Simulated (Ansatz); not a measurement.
# CH4BNSi: the cost of one run

Method: the settings change from run to run; program: Ansatz 0.2.0, Gaussian basis.

1 further run of the same task is left out (it didn't finish).

## (1) The relaxed structure

An earlier PBE0-D4 in a triple-zeta def2 set relaxation fixed the geometry.

SMILES `B[SiH2]C#N`, 8 atoms, charge 0, spin multiplicity 1.

Atoms are counted from 1 here; the program's logs count them from 0.

Bond lengths: B1–Si2 2.008 Å, B1–H5 1.192 Å, B1–H6 1.195 Å, Si2–C3 1.852 Å, Si2–H7 1.486 Å, Si2–H8 1.486 Å, C3–N4 1.152 Å. Angles: Si2–B1–H5 123.0°, Si2–B1–H6 118.1°, H5–B1–H6 118.9°, B1–Si2–C3 112.5°, B1–Si2–H7 111.2°, B1–Si2–H8 111.1°, C3–Si2–H7 106.3°, C3–Si2–H8 106.3°, H7–Si2–H8 109.2°, Si2–C3–N4 178.5°.

## (2) HSE06/aug-cc-pVTZ

Options: multiplicity 3, atoms shaken by 0.03 Å.

Contents of in.yaml:

```yaml
crystal:
  periodic: [false, false, false]
  atoms:
    - {symbol: B, position_ang: [-1.115769, 0.883586, -0.378296]}
    - {symbol: Si, position_ang: [0.313794, -0.081715, 0.572097]}
    - {symbol: C, position_ang: [1.317081, -1.240047, -0.499389]}
    - {symbol: N, position_ang: [1.917170, -1.882254, -1.228116]}
    - {symbol: H, position_ang: [-1.333176, 0.811567, -1.592131]}
    - {symbol: H, position_ang: [-1.845354, 1.632172, 0.289621]}
    - {symbol: H, position_ang: [-0.311491, -1.031557, 1.561042]}
    - {symbol: H, position_ang: [1.286193, 0.813358, 1.237441]}
basis:
  gaussian: {orbitals: aug-cc-pVTZ}
magnetization: {spin_polarized: true, initial_magnetization: 2}
hamiltonian: {xc: {name: HSE06}}
```

Launch:

```sh
$ ansatz run in.yaml --threads 2 --pin off --events-out ev --progress --plain --max-ram 4352MiB
```

**Question.** How long does this run take on 2 threads of Arm Neoverse N1, shared host, and how much memory does it need?

About 29 s, with a peak of 0.95 GiB.
